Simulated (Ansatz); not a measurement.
Predict the output of the script below (the Python package of Ansatz (0.2.0)).

`POSCAR_sic`
```text
SiC
1.0
   3.07600000    0.00000000    0.00000000
  -1.53800000    2.66389414    0.00000000
   0.00000000    0.00000000    5.04800000
Si C
2 2
Direct
   0.33333333    0.66666667    0.00000000
   0.66666667    0.33333333    0.50000000
   0.33333333    0.66666667    0.38500000
   0.66666667    0.33333333    0.88500000
```

The script, `bands_sic.py`:
```python
"""Band structure of SiC."""

from dataclasses import dataclass
from pathlib import Path
import warnings

import ansatz as az
from ase.io import read
import numpy as np


@dataclass(frozen=True)
class Options:
    cutoff_ev: int = 420
    max_scf: int = 100
    mesh: tuple[int, ...] = (6, 6, 3)
    extra_bands: int = 6


opts = Options()

warnings.simplefilter("ignore", az.DeckWarning)

atoms = read("POSCAR_sic", format="vasp")
cell = az.Crystal.from_ase(atoms)

# high-symmetry points in fractions of the reciprocal vectors
path = [
    ("G", (0.0, 0.0, 0.0)),
    ("M", (0.5, 0.0, 0.0)),
    ("K", (0.33333, 0.33333, 0.0)),
    ("G", (0.0, 0.0, 0.0)),
    ("A", (0.0, 0.0, 0.5)),
    ("L", (0.5, 0.0, 0.5)),
]
calculation = cell.calculation()
calculation = calculation.basis(opts.cutoff_ev, density_ratio=4)
calculation = calculation.scf(max_iterations=opts.max_scf)
calculation = calculation.functional(exchange="slater", correlation="lda").occupations(az.OccupationsMethod.FIXED)
calculation = calculation.kpoints(*opts.mesh, center="gamma")
calculation = calculation.band_structure([point for _, point in path], intervals=6)
calculation = calculation.scf(extra_bands=opts.extra_bands)
calculation = calculation.density().electron_localization_function()
calculation = calculation.output_files(volumetric_format="npy")
session = calculation.session()
planned = session.plan(threads=1)
out = planned.execute()
rep = out.report

energy = rep["free_energy_ev"]
print("F of the SiC cell: {:.6f} eV = {:.6f} Ry = {:.6f} Ha".format(energy, energy / 13.605693, energy / 27.211386))
print("Fermi level {:.4f} eV, {} k-points, {} symmetry operations".format(rep["fermi_energy_ev"], rep["n_kpoints"], rep["n_symmetry_ops"]))

# ELF is 0.5 in a uniform gas and nears 1 where pairs localise
folder = Path(out.write_results("elf"))
elf = np.load(folder / "elf.npy")
peak = np.unravel_index(elf.argmax(), elf.shape)
print(f"largest ELF {elf.max():.3f} at grid fractions", np.round(np.array(peak) / elf.shape, 3))
for level in (0.2, 0.5, 0.7, 0.8, 0.9):
    print(f"share of the cell with ELF over {level}: {np.mean(elf > level):.3f}")

bands = out.band_structure()
fermi = bands.fermi_energy_ev
print(f"zero of the bands: {fermi:.3f} eV, the Fermi level found on the SCF mesh")
levels = bands.channels[0].eigenvalues_ev - fermi
filled = round(rep["n_electrons"]) // 2
valence, conduction = levels[:, filled - 1], levels[:, filled]
print("k (fractions)              top valence  bottom conduction (eV)")
for k, lo, hi in zip(bands.kpoints_frac, valence, conduction):
    print(f"{k[0]:7.3f} {k[1]:7.3f} {k[2]:7.3f} {lo:12.3f} {hi:13.3f}")
print(f"on this path: least direct gap {np.min(conduction - valence):.3f} eV, least gap {conduction.min() - valence.max():.3f} eV")
```

```console
$ python bands_sic.py
F of the SiC cell: -1704.329373 eV = -125.265900 Ry = -62.632950 Ha
Fermi level 9.5484 eV, 14 k-points, 12 symmetry operations
largest ELF 0.931 at grid fractions [0.    0.5   0.444]
share of the cell with ELF over 0.2: 0.738
share of the cell with ELF over 0.5: 0.405
share of the cell with ELF over 0.7: 0.221
share of the cell with ELF over 0.8: 0.102
share of the cell with ELF over 0.9: 0.017
zero of the bands: 9.548 eV, the Fermi level found on the SCF mesh
k (fractions)              top valence  bottom conduction (eV)
  0.000   0.000   0.000        0.000         4.573
  0.083   0.000   0.000       -0.085         4.964
  0.167   0.000   0.000       -0.371         4.617
  0.250   0.000   0.000       -0.895         3.789
  0.333   0.000   0.000       -1.202         3.096
  0.417   0.000   0.000       -1.413         2.647
  0.500   0.000   0.000       -1.488         2.492
  0.472   0.056   0.000       -1.680         2.828
  0.444   0.111   0.000       -2.179         3.667
  0.417   0.167   0.000       -2.827         3.150
  0.389   0.222   0.000       -3.456         2.658
  0.361   0.278   0.000       -3.703         2.322
  0.333   0.333   0.000       -4.049         2.206
  0.278   0.278   0.000       -3.144         2.628
  0.222   0.222   0.000       -2.127         3.686
  0.167   0.167   0.000       -1.175         4.996
  0.111   0.111   0.000       -0.485         5.478
  0.056   0.056   0.000       -0.113         5.100
  0.000   0.000   0.000        0.000         4.573
  0.000   0.000   0.083       -0.208         4.604
  0.000   0.000   0.167       -0.373         4.696
  0.000   0.000   0.250       -0.488         4.849
  0.000   0.000   0.333       -0.633         5.059
  0.000   0.000   0.417       -0.796         5.325
  0.000   0.000   0.500       -0.964         5.640
  0.083   0.000   0.500       -1.123         5.805
  0.167   0.000   0.500       -1.511         5.131
  0.250   0.000   0.500       -1.962         4.269
  0.333   0.000   0.500       -2.349         3.614
  0.417   0.000   0.500       -2.488         3.223
  0.500   0.000   0.500       -2.339         3.097
on this path: least direct gap 3.980 eV, least gap 2.206 eV
```

These settings explore the input space; cutoff and mesh may be short of convergence. Along an axis with an odd division the mesh misses the point at one half; a gap read on a finite mesh is an upper bound on this functional's gap. Semilocal gaps usually lie well under measured ones. With fixed filling the reported Fermi level is the top filled level among the k-points of the SCF. The zero of the levels is a convention of the potentials, so an absolute Fermi energy is no work function. Densities and potentials on the grid are those of the valence electrons, and inside the cores they hang on the potentials used. The starting cell is as deposited in a crystallographic database; the results hold for this polymorph, which needn't be the stable one. Levels are Kohn-Sham eigenvalues on this mesh. Hardware and time: 2.8 s on 1 thread of Arm Neoverse V1, with other jobs on the host, peak memory 0.38 GiB.
